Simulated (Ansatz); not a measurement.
# C2H7BO: one molecule under many settings

How do the results and run time of C2H7BO respond when the settings are drawn wide?

Program: Ansatz 0.2.0, Gaussian basis. Level of theory: the settings change from run to run. These are calculated values, not measurements.

**1. The molecule**

The structure was relaxed beforehand with PBE0-D4 in a triple-zeta def2 set.

SMILES `BCOC`, 11 atoms, charge 0, spin multiplicity 1.

Atoms are counted from 1 here; the program's logs count them from 0.

Bond lengths: B1–C2 1.546 Å, B1–H5 1.194 Å, B1–H6 1.197 Å, C2–O3 1.402 Å, C2–H7 1.109 Å, C2–H8 1.109 Å, O3–C4 1.400 Å, C4–H9 1.100 Å, C4–H10 1.090 Å, C4–H11 1.100 Å. Angles: C2–B1–H5 122.2°, C2–B1–H6 117.6°, H5–B1–H6 120.2°, B1–C2–O3 115.0°, B1–C2–H7 107.8°, B1–C2–H8 107.7°, O3–C2–H7 111.2°, O3–C2–H8 111.2°, H7–C2–H8 103.3°, C2–O3–C4 112.7°, O3–C4–H9 111.5°, O3–C4–H10 107.7°, O3–C4–H11 111.5°, H9–C4–H10 108.9°, H9–C4–H11 108.1°, H10–C4–H11 108.9°.

**2. BLYP/ANO-RCC-VTZP**

Input file in.yaml:

```yaml
crystal:
  periodic: [false, false, false]
  atoms:
    - {symbol: B, position_ang: [-1.411614, 1.340038, -0.461934]}
    - {symbol: C, position_ang: [-0.523466, 0.239682, 0.163460]}
    - {symbol: O, position_ang: [0.656109, -0.040670, -0.540812]}
    - {symbol: C, position_ang: [1.422271, -1.042322, 0.066454]}
    - {symbol: H, position_ang: [-1.110146, 1.904537, -1.469906]}
    - {symbol: H, position_ang: [-2.430481, 1.616973, 0.102329]}
    - {symbol: H, position_ang: [-0.304129, 0.535876, 1.209900]}
    - {symbol: H, position_ang: [-1.145871, -0.671268, 0.280620]}
    - {symbol: H, position_ang: [1.730096, -0.755331, 1.082404]}
    - {symbol: H, position_ang: [2.313515, -1.194083, -0.543190]}
    - {symbol: H, position_ang: [0.869115, -1.990531, 0.131274]}
basis:
  gaussian: {orbitals: ANO-RCC-VTZP}
hamiltonian: {xc: {name: BLYP}}
```

Command:

```console
$ ansatz run in.yaml --threads 2 --pin off --events-out ev --progress --plain --max-ram 4352MiB
```

Standard output:

```text
Functional definition: BLYP
  name "BLYP"
  cite "Becke, Phys. Rev. A 38, 3098 (1988) doi:10.1103/PhysRevA.38.3098"
  cite "Lee, Yang & Parr, Phys. Rev. B 37, 785 (1988) doi:10.1103/PhysRevB.37.785"
  parameter beta = 0.0042
  parameter a = 0.04918
  parameter b = 0.132
  parameter c = 0.2533
  parameter d = 0.349
  exchange = b88_x(beta = beta)
  correlation = lyp_c(a = a, b = b, c = c, d = d)
1323 factors; their error is unknown
mean field evaluation 1: about -4902.1377 eV, gradient 6.7e1 eV
mean field evaluation 2: about -4846.6643 eV, gradient 1.6e2 eV
mean field evaluation 4: about -4912.6443 eV, gradient 1.0e1 eV
mean field evaluation 8: about -4912.8389 eV, gradient 2.0e-1 eV
mean field evaluation 16: about -4912.8060 eV, gradient 1.9e-4 eV
mean field -4912.80598024 eV, -180.5422897542 hartree, gradient 3.1e-5 eV, S^2 0.000000; 0 other end points of the search recorded, 0 dependent functions left out
reference -4912.80642658 eV, -180.5423061570 hartree; 16, 16 occupied and 202, 202 virtual orbitals, 1323 factors
Total energy: -4912.80642658 eV, -180.5423061570 hartree
Relativity: scalar
```

It took 6 s on 2 threads of Arm Neoverse V1, shared host.

**3. SVWN5/ANO-RCC-VTZP**

This run has finite nuclei.

Edit in.yaml of step 2 so:

```diff
@@ -15,3 +15,4 @@
 basis:
-  gaussian: {orbitals: ANO-RCC-VTZP}
-hamiltonian: {xc: {name: BLYP}}
+  gaussian: {orbitals: ANO-RCC-VTZP, nuclear_model: gaussian}
+hamiltonian: {xc: {name: SVWN5}}
+output: {forces: true}
```

Launched as before.

Standard output, cut to the lines that bear on the results:

```text
Functional definition: SVWN5
  name "SVWN5"
  cite "Dirac, Proc. Camb. Phil. Soc. 26, 376 (1930) doi:10.1017/S0305004100016108"
  cite "Slater, Phys. Rev. 81, 385 (1951) doi:10.1103/PhysRev.81.385"
  cite "Vosko, Wilk & Nusair, Can. J. Phys. 58, 1200 (1980) doi:10.1139/p80-159"
[...]
1323 factors; their error is unknown
[...]
mean field -4871.34695573 eV, -179.0186987053 hartree, gradient 1.5e-5 eV, S^2 0.000000; 0 other end points of the search recorded, 0 dependent functions left out
[...]
reference -4871.34702843 eV, -179.0187013771 hartree; 16, 16 occupied and 202, 202 virtual orbitals, 1323 factors
Total energy: -4871.34702843 eV, -179.0187013771 hartree
Relativity: scalar
Atom 0 at    -1.411614     1.340038    -0.461934 Å, force     0.288310    -0.424037     0.289763 eV/Å
Atom 1 at    -0.523466     0.239682     0.163460 Å, force     0.143665     0.464447    -0.733252 eV/Å
Atom 2 at     0.656109    -0.040670    -0.540812 Å, force    -0.088265    -0.052052     0.147412 eV/Å
Atom 3 at     1.422271    -1.042322     0.066454 Å, force    -0.270682     0.330929    -0.184823 eV/Å
Atom 4 at    -1.110146     1.904537    -1.469906 Å, force     0.079193     0.065860    -0.157291 eV/Å
Atom 5 at    -2.430481     1.616973     0.102329 Å, force    -0.138422     0.020238     0.098795 eV/Å
Atom 6 at    -0.304129     0.535876     1.209900 Å, force     0.042389     0.064044     0.319582 eV/Å
Atom 7 at    -1.145871    -0.671268     0.280620 Å, force    -0.185618    -0.262356     0.068023 eV/Å
Atom 8 at     1.730096    -0.755331     1.082404 Å, force     0.071919     0.088689     0.288245 eV/Å
Atom 9 at     2.313515    -1.194083    -0.543190 Å, force     0.227400    -0.037436    -0.157434 eV/Å
Atom 10 at     0.869115    -1.990531     0.131274 Å, force    -0.169889    -0.258326     0.020978 eV/Å
Dipole moment:     0.009098    -0.209871     0.264417 e Å
```

Wall time 6 s (2 threads of Arm Neoverse V1, shared host).

Largest force 0.880 eV/Å, dipole 1.62 D.

**4. wB97/STO-3G**

This run has unrestricted orbitals.

Edit in.yaml of step 3 so:

```diff
@@ -15,4 +15,5 @@
 basis:
-  gaussian: {orbitals: ANO-RCC-VTZP, nuclear_model: gaussian}
-hamiltonian: {xc: {name: SVWN5}}
+  gaussian: {orbitals: STO-3G}
+magnetization: {spin_polarized: true, initial_magnetization: 0}
+hamiltonian: {xc: {name: wB97}}
 output: {forces: true}
```

Launched as before.

Standard output, cut to the lines that bear on the results:

```text
Functional definition: wB97
  name "wB97"
  cite "Chai & Head-Gordon, J. Chem. Phys. 128, 084106 (2008) doi:10.1063/1.2834918"
  cite "Becke, J. Chem. Phys. 107, 8554 (1997) doi:10.1063/1.475007"
[...]
  # The coefficients of nought are those of the uniform gas.
[...]
      + integral(e_c_pw_opposite_spin*poly(b97_u_opposite, 1, cos1, cos2, cos3, cos4))
375 factors; integrals over basis functions are off by at most 8.4e-5 eV
178 factors; integrals over basis functions are off by at most 3.9e-6 eV
[...]
mean field -4847.53034316 eV, -178.1434543371 hartree, gradient 4.8e-5 eV, S^2 0.000000; 0 other end points of the search recorded, 0 dependent functions left out
[...]
reference -4847.53033687 eV, -178.1434541060 hartree; 16, 16 occupied and 11, 11 virtual orbitals, 375 factors
Total energy: -4847.53033687 eV, -178.1434541060 hartree
[...]
Atom 1 at    -0.523466     0.239682     0.163460 Å, force    -0.926826    -0.567254     1.575840 eV/Å
Atom 2 at     0.656109    -0.040670    -0.540812 Å, force     0.911844     1.708244    -3.045141 eV/Å
Atom 3 at     1.422271    -1.042322     0.066454 Å, force     0.162780    -0.953307     1.090979 eV/Å
Atom 4 at    -1.110146     1.904537    -1.469906 Å, force    -0.174153    -0.261159     0.497861 eV/Å
Atom 5 at    -2.430481     1.616973     0.102329 Å, force     0.549322    -0.115000    -0.349194 eV/Å
Atom 6 at    -0.304129     0.535876     1.209900 Å, force    -0.034437     0.122051     0.361961 eV/Å
Atom 7 at    -1.145871    -0.671268     0.280620 Å, force    -0.286855    -0.239930     0.083003 eV/Å
Atom 8 at     1.730096    -0.755331     1.082404 Å, force     0.245195    -0.075180     0.521534 eV/Å
Atom 9 at     2.313515    -1.194083    -0.543190 Å, force     0.484063    -0.094796    -0.315378 eV/Å
Atom 10 at     0.869115    -1.990531     0.131274 Å, force    -0.088197    -0.553561     0.153074 eV/Å
Dipole moment:    -0.045860    -0.150036     0.236418 e Å
```

Run time: 3.1 s. Hardware: 2 threads of Arm Neoverse V1, shared host.

Largest force 3.609 eV/Å, dipole 1.36 D, ⟨S²⟩ 0.000.

**5. PBE/def2-mTZVPP**

Set apart from the defaults: D3(BJ) dispersion, high accuracy, the search for lower states set to full.

Edit in.yaml of step 4 so:

```diff
@@ -15,5 +15,6 @@
 basis:
-  gaussian: {orbitals: STO-3G}
-magnetization: {spin_polarized: true, initial_magnetization: 0}
-hamiltonian: {xc: {name: wB97}}
+  gaussian: {orbitals: def2-mTZVPP}
+hamiltonian: {xc: {name: PBE}, dispersion: d3bj}
+accuracy: high
+scf: {lower_state_search: full}
 output: {forces: true}
```

Same command.

Standard output, cut to the lines that bear on the results:

```text
Functional definition: PBE
  name "PBE"
  cite "Perdew, Burke & Ernzerhof, Phys. Rev. Lett. 77, 3865 (1996) doi:10.1103/PhysRevLett.77.3865"
  parent pbe
[...]
2647 factors; integrals over basis functions are off by at most 5.7e-9 eV
[...]
mean field -4905.24280126 eV, -180.2643480532 hartree, gradient 1.3e-8 eV, S^2 0.000000; 1 other end points of the search recorded, 0 dependent functions left out
[...]
reference -4905.24280556 eV, -180.2643482114 hartree; 16, 16 occupied and 100, 100 virtual orbitals, 2647 factors
Total energy: -4905.40544783 eV, -180.2703252046 hartree
Atom 0 at    -1.411614     1.340038    -0.461934 Å, force    -0.016710    -0.023774     0.046039 eV/Å
Atom 1 at    -0.523466     0.239682     0.163460 Å, force    -0.314894     0.267550    -0.062102 eV/Å
Atom 2 at     0.656109    -0.040670    -0.540812 Å, force     0.187130     0.332117    -0.601040 eV/Å
Atom 3 at     1.422271    -1.042322     0.066454 Å, force     0.179758    -0.248169     0.159495 eV/Å
Atom 4 at    -1.110146     1.904537    -1.469906 Å, force     0.041984     0.064321    -0.121599 eV/Å
Atom 5 at    -2.430481     1.616973     0.102329 Å, force    -0.118017     0.032236     0.064705 eV/Å
Atom 6 at    -0.304129     0.535876     1.209900 Å, force     0.030494     0.067386     0.306653 eV/Å
Atom 7 at    -1.145871    -0.671268     0.280620 Å, force    -0.187482    -0.244718     0.066146 eV/Å
Atom 8 at     1.730096    -0.755331     1.082404 Å, force     0.098823     0.059446     0.274007 eV/Å
Atom 9 at     2.313515    -1.194083    -0.543190 Å, force     0.227537    -0.039467    -0.154934 eV/Å
Atom 10 at     0.869115    -1.990531     0.131274 Å, force    -0.128623    -0.266928     0.022630 eV/Å
Dipole moment:     0.000267    -0.204934     0.265999 e Å
```

It took 7.5 s on 2 threads of Arm Neoverse V1, shared host.

Largest force 0.712 eV/Å, dipole 1.61 D.

**6. BHLYP/def2-TZVPP**

Options: charge +1, multiplicity 2, D3(BJ) with three-body dispersion, the search for lower states set to light.

Edit in.yaml of step 5 so:

```diff
@@ -15,6 +15,6 @@
 basis:
-  gaussian: {orbitals: def2-mTZVPP}
-hamiltonian: {xc: {name: PBE}, dispersion: d3bj}
-accuracy: high
-scf: {lower_state_search: full}
-output: {forces: true}
+  gaussian: {orbitals: def2-TZVPP}
+total_charge: 1
+magnetization: {spin_polarized: true, initial_magnetization: 1}
+hamiltonian: {xc: {name: BHLYP}, dispersion: d3bjatm}
+scf: {lower_state_search: light}
```

Launched as before.

Standard output:

```text
Functional definition: BHLYP
  name "BHLYP"
  cite "Becke, J. Chem. Phys. 98, 1372 (1993) doi:10.1063/1.464304"
  cite "Becke, Phys. Rev. A 38, 3098 (1988) doi:10.1103/PhysRevA.38.3098"
  cite "Lee, Yang & Parr, Phys. Rev. B 37, 785 (1988) doi:10.1103/PhysRevB.37.785"
  parameter a = 0.5
  exchange = (1 - a)*b88_x + a*exact_x
  correlation = lyp_c
1241 factors; their error is unknown
mean field evaluation 1: about -4885.6431 eV, gradient 5.2e1 eV
mean field evaluation 2: about -4800.6003 eV, gradient 1.2e2 eV
mean field evaluation 4: about -4896.4064 eV, gradient 1.1e1 eV
mean field evaluation 8: about -4897.6263 eV, gradient 4.1e0 eV
mean field evaluation 16: about -4899.6331 eV, gradient 2.5e-1 eV
mean field -4899.64077578 eV, -180.0584774140 hartree, gradient 1.5e-5 eV, S^2 0.757780; 2 other end points of the search recorded, 0 dependent functions left out
reference -4899.64095587 eV, -180.0584840322 hartree; 16, 15 occupied and 206, 207 virtual orbitals, 1241 factors
Total energy: -4899.84462085 eV, -180.0659685823 hartree
```

Run time: 11 s. Hardware: 2 threads of Arm Neoverse V1, shared host; peak memory 0.56 GiB.

⟨S²⟩ 0.758.

**7. SPW92/STO-3G**

Options: unrestricted orbitals.

Edit in.yaml of step 6 so:

```diff
@@ -15,6 +15,4 @@
 basis:
-  gaussian: {orbitals: def2-TZVPP}
-total_charge: 1
-magnetization: {spin_polarized: true, initial_magnetization: 1}
-hamiltonian: {xc: {name: BHLYP}, dispersion: d3bjatm}
-scf: {lower_state_search: light}
+  gaussian: {orbitals: STO-3G}
+magnetization: {spin_polarized: true, initial_magnetization: 0}
+hamiltonian: {xc: {name: SPW92}}
```

Launched as before.

Standard output:

```text
Functional definition: SPW92
  name "SPW92"
  cite "Dirac, Proc. Camb. Phil. Soc. 26, 376 (1930) doi:10.1017/S0305004100016108"
  cite "Slater, Phys. Rev. 81, 385 (1951) doi:10.1103/PhysRev.81.385"
  cite "Perdew & Wang, Phys. Rev. B 45, 13244 (1992) doi:10.1103/PhysRevB.45.13244"
  exchange = slater_x
  correlation = pw_c
375 factors; integrals over basis functions are off by at most 8.4e-5 eV
mean field evaluation 1: about -4803.0773 eV, gradient 6.8e0 eV
mean field evaluation 2: about -4802.9404 eV, gradient 8.8e0 eV
mean field evaluation 4: about -4803.3832 eV, gradient 2.3e-1 eV
mean field evaluation 8: about -4803.2626 eV, gradient 4.9e-3 eV
mean field -4803.26261911 eV, -176.5166454841 hartree, gradient 3.9e-6 eV, S^2 0.000000; 0 other end points of the search recorded, 0 dependent functions left out
reference -4803.26264058 eV, -176.5166462728 hartree; 16, 16 occupied and 11, 11 virtual orbitals, 375 factors
Total energy: -4803.26264058 eV, -176.5166462728 hartree
```

Run time: 0.45 s. Hardware: 2 threads of Arm Neoverse V1, shared host.

⟨S²⟩ 0.000.

**8. PBEsol/def2-SVPD**

Set apart from the defaults: atoms shaken by 0.08 Å.

Input file in.yaml:

```yaml
crystal:
  periodic: [false, false, false]
  atoms:
    - {symbol: B, position_ang: [-1.427409, 1.301050, -0.429404]}
    - {symbol: C, position_ang: [-0.640552, 0.173486, 0.080995]}
    - {symbol: O, position_ang: [0.638526, -0.023220, -0.517481]}
    - {symbol: C, position_ang: [1.504894, -1.188660, 0.100067]}
    - {symbol: H, position_ang: [-1.123862, 1.891579, -1.463477]}
    - {symbol: H, position_ang: [-2.550384, 1.561105, 0.174545]}
    - {symbol: H, position_ang: [-0.311879, 0.605365, 1.159808]}
    - {symbol: H, position_ang: [-1.148792, -0.687645, 0.201158]}
    - {symbol: H, position_ang: [1.687467, -0.788774, 1.029958]}
    - {symbol: H, position_ang: [2.322831, -1.154170, -0.748230]}
    - {symbol: H, position_ang: [0.846553, -2.049764, 0.133982]}
basis:
  gaussian: {orbitals: def2-SVPD}
hamiltonian: {xc: {name: PBEsol}}
```

The command is unchanged.

Standard output:

```text
Functional definition: PBEsol
  name "PBEsol"
  cite "Perdew et al., Phys. Rev. Lett. 100, 136406 (2008) doi:10.1103/PhysRevLett.100.136406"
  cite "Perdew, Burke & Ernzerhof, Phys. Rev. Lett. 77, 3865 (1996) doi:10.1103/PhysRevLett.77.3865"
  parent pbesol
  exchange = pbesol_x
  correlation = pbesol_c
1130 factors; their error is unknown
mean field evaluation 1: about -4870.9606 eV, gradient 5.5e1 eV
mean field evaluation 2: about -4855.2680 eV, gradient 9.9e1 eV
mean field evaluation 4: about -4878.7367 eV, gradient 7.4e0 eV
mean field evaluation 8: about -4878.7923 eV, gradient 2.3e-1 eV
mean field evaluation 16: about -4878.7924 eV, gradient 7.6e-5 eV
mean field -4878.79239696 eV, -179.2923136241 hartree, gradient 7.6e-5 eV, S^2 0.000000; 0 other end points of the search recorded, 0 dependent functions left out
reference -4878.79244096 eV, -179.2923152411 hartree; 16, 16 occupied and 123, 123 virtual orbitals, 1130 factors
Total energy: -4878.79244096 eV, -179.2923152411 hartree
```

Run time: 1.7 s. Hardware: 2 threads of Arm Neoverse V1, shared host.

**9. LC-wPBE/def2-TZVP**

Options: the search for lower states set to full.

Input file in.yaml:

```yaml
crystal:
  periodic: [false, false, false]
  atoms:
    - {symbol: B, position_ang: [-1.411614, 1.340038, -0.461934]}
    - {symbol: C, position_ang: [-0.523466, 0.239682, 0.163460]}
    - {symbol: O, position_ang: [0.656109, -0.040670, -0.540812]}
    - {symbol: C, position_ang: [1.422271, -1.042322, 0.066454]}
    - {symbol: H, position_ang: [-1.110146, 1.904537, -1.469906]}
    - {symbol: H, position_ang: [-2.430481, 1.616973, 0.102329]}
    - {symbol: H, position_ang: [-0.304129, 0.535876, 1.209900]}
    - {symbol: H, position_ang: [-1.145871, -0.671268, 0.280620]}
    - {symbol: H, position_ang: [1.730096, -0.755331, 1.082404]}
    - {symbol: H, position_ang: [2.313515, -1.194083, -0.543190]}
    - {symbol: H, position_ang: [0.869115, -1.990531, 0.131274]}
basis:
  gaussian: {orbitals: def2-TZVP}
hamiltonian: {xc: {name: LC-wPBE}}
scf: {lower_state_search: full}
output: {forces: true}
```

Launched as before.

Standard output, cut to the lines that bear on the results:

```text
Functional definition: LC-wPBE
  name "LC-wPBE"
  cite "Vydrov & Scuseria, J. Chem. Phys. 125, 234109 (2006) doi:10.1063/1.2409292"
  cite "Heyd & Scuseria, J. Chem. Phys. 120, 7274 (2004) doi:10.1063/1.1668634"
  cite "Ernzerhof & Perdew, J. Chem. Phys. 109, 3313 (1998) doi:10.1063/1.476928"
  cite "Perdew, Burke & Ernzerhof, Phys. Rev. Lett. 77, 3865 (1996) doi:10.1103/PhysRevLett.77.3865"
  parent pbe
[...]
988 factors; their error is unknown
365 factors; integrals over basis functions are off by at most 1.9e-5 eV
[...]
mean field -4909.02908601 eV, -180.4034914516 hartree, gradient 3.2e-5 eV, S^2 0.000000; 0 other end points of the search recorded, 0 dependent functions left out
[...]
reference -4909.02908602 eV, -180.4034914519 hartree; 16, 16 occupied and 150, 150 virtual orbitals, 988 factors
Total energy: -4909.02908602 eV, -180.4034914519 hartree
[...]
Atom 1 at    -0.523466     0.239682     0.163460 Å, force    -0.049961    -0.110150     0.188209 eV/Å
Atom 2 at     0.656109    -0.040670    -0.540812 Å, force     0.001500     0.003332    -0.005776 eV/Å
Atom 3 at     1.422271    -1.042322     0.066454 Å, force     0.031141    -0.049860     0.036525 eV/Å
Atom 4 at    -1.110146     1.904537    -1.469906 Å, force    -0.007267    -0.025607     0.040071 eV/Å
Atom 5 at    -2.430481     1.616973     0.102329 Å, force     0.030759    -0.004578    -0.022376 eV/Å
Atom 6 at    -0.304129     0.535876     1.209900 Å, force    -0.004326    -0.002685    -0.117158 eV/Å
Atom 7 at    -1.145871    -0.671268     0.280620 Å, force     0.059996     0.089885    -0.046111 eV/Å
Atom 8 at     1.730096    -0.755331     1.082404 Å, force    -0.019483    -0.002308    -0.061737 eV/Å
Atom 9 at     2.313515    -1.194083    -0.543190 Å, force    -0.035013     0.001572     0.029420 eV/Å
Atom 10 at     0.869115    -1.990531     0.131274 Å, force     0.023164     0.058805    -0.014751 eV/Å
Dipole moment:    -0.011813    -0.200091     0.270655 e Å
```

It took 3.3 s on 2 threads of Arm Neoverse V1, shared host.

Largest force 0.224 eV/Å, dipole 1.62 D.

**10. RPBE/aug-cc-pVDZ**

Options: unrestricted orbitals, D3(BJ) dispersion, high accuracy.

Edit in.yaml of step 9 so:

```diff
@@ -15,5 +15,6 @@
 basis:
-  gaussian: {orbitals: def2-TZVP}
-hamiltonian: {xc: {name: LC-wPBE}}
-scf: {lower_state_search: full}
+  gaussian: {orbitals: aug-cc-pVDZ}
+magnetization: {spin_polarized: true, initial_magnetization: 0}
+hamiltonian: {xc: {name: RPBE}, dispersion: d3bj}
+accuracy: high
 output: {forces: true}
```

Same command.

Standard output, cut to the lines that bear on the results:

```text
Functional definition: RPBE
  name "RPBE"
  cite "Hammer, Hansen & Nørskov, Phys. Rev. B 59, 7413 (1999) doi:10.1103/PhysRevB.59.7413"
  cite "Perdew, Burke & Ernzerhof, Phys. Rev. Lett. 77, 3865 (1996) doi:10.1103/PhysRevLett.77.3865"
[...]
3090 factors; integrals over basis functions are off by at most 3.1e-9 eV
[...]
mean field -4910.89522957 eV, -180.4720709624 hartree, gradient 1.0e-7 eV, S^2 0.000000; 0 other end points of the search recorded, 0 dependent functions left out
[...]
reference -4910.89524153 eV, -180.4720714019 hartree; 16, 16 occupied and 139, 139 virtual orbitals, 3090 factors
Total energy: -4911.69712059 eV, -180.5015399137 hartree
Atom 0 at    -1.411614     1.340038    -0.461934 Å, force     0.003522    -0.015489     0.016911 eV/Å
Atom 1 at    -0.523466     0.239682     0.163460 Å, force    -0.372920     0.221568     0.050216 eV/Å
Atom 2 at     0.656109    -0.040670    -0.540812 Å, force     0.251762     0.493368    -0.869105 eV/Å
Atom 3 at     1.422271    -1.042322     0.066454 Å, force     0.237005    -0.327966     0.211330 eV/Å
Atom 4 at    -1.110146     1.904537    -1.469906 Å, force     0.096451     0.163029    -0.299399 eV/Å
Atom 5 at    -2.430481     1.616973     0.102329 Å, force    -0.297094     0.071468     0.176157 eV/Å
Atom 6 at    -0.304129     0.535876     1.209900 Å, force     0.064684     0.105918     0.426782 eV/Å
Atom 7 at    -1.145871    -0.671268     0.280620 Å, force    -0.257141    -0.355143     0.071612 eV/Å
Atom 8 at     1.730096    -0.755331     1.082404 Å, force     0.130109     0.113716     0.445000 eV/Å
Atom 9 at     2.313515    -1.194083    -0.543190 Å, force     0.380282    -0.057928    -0.269214 eV/Å
Atom 10 at     0.869115    -1.990531     0.131274 Å, force    -0.236659    -0.412541     0.039711 eV/Å
Dipole moment:     0.006522    -0.189961     0.240894 e Å
```

Wall time 17 s (2 threads of Arm Neoverse V1, shared host); peak memory 0.7 GiB.

Largest force 1.031 eV/Å, dipole 1.47 D, ⟨S²⟩ 0.000.

**11. The runs in one table**

```
             level  charge  multiplicity  geometry  functions  energy (eV)    time
 BLYP/ANO-RCC-VTZP       0             1   relaxed        218    -4912.806     6 s
SVWN5/ANO-RCC-VTZP       0             1   relaxed        218    -4871.347     6 s
       wB97/STO-3G       0             1   relaxed         27    -4847.530   3.1 s
   PBE/def2-mTZVPP       0             1   relaxed        116    -4905.405   7.5 s
  BHLYP/def2-TZVPP       1             2   relaxed        222    -4899.845    11 s
      SPW92/STO-3G       0             1   relaxed         27    -4803.263  0.45 s
  PBEsol/def2-SVPD       0             1    shaken        139    -4878.792   1.7 s
 LC-wPBE/def2-TZVP       0             1   relaxed        166    -4909.029   3.3 s
  RPBE/aug-cc-pVDZ       0             1   relaxed        155    -4911.697    17 s
```

**12. Outcome**

```
                                         quantity                   value
                                             runs                       9
                                         quickest    SPW92/STO-3G, 0.45 s
                                          slowest  RPBE/aug-cc-pVDZ, 17 s
spread of total energies, same state and geometry                109.5 eV
                  dipole, same state and geometry          1.36 to 1.62 D
```

In words: RPBE/aug-cc-pVDZ took 38 times as long as SPW92/STO-3G. The jobs differ in tasks and options as well as level. Total energies at one charge and spin differ by 110 eV between levels, so only differences within one level mean anything. At the PBE0-D4/def2-TZVP geometry and in the same state, runs without warnings or point charges leave forces up to 3.61 eV/Å (wB97/STO-3G). At that geometry and state the dipole changes by 19 % between the lowest and highest value.
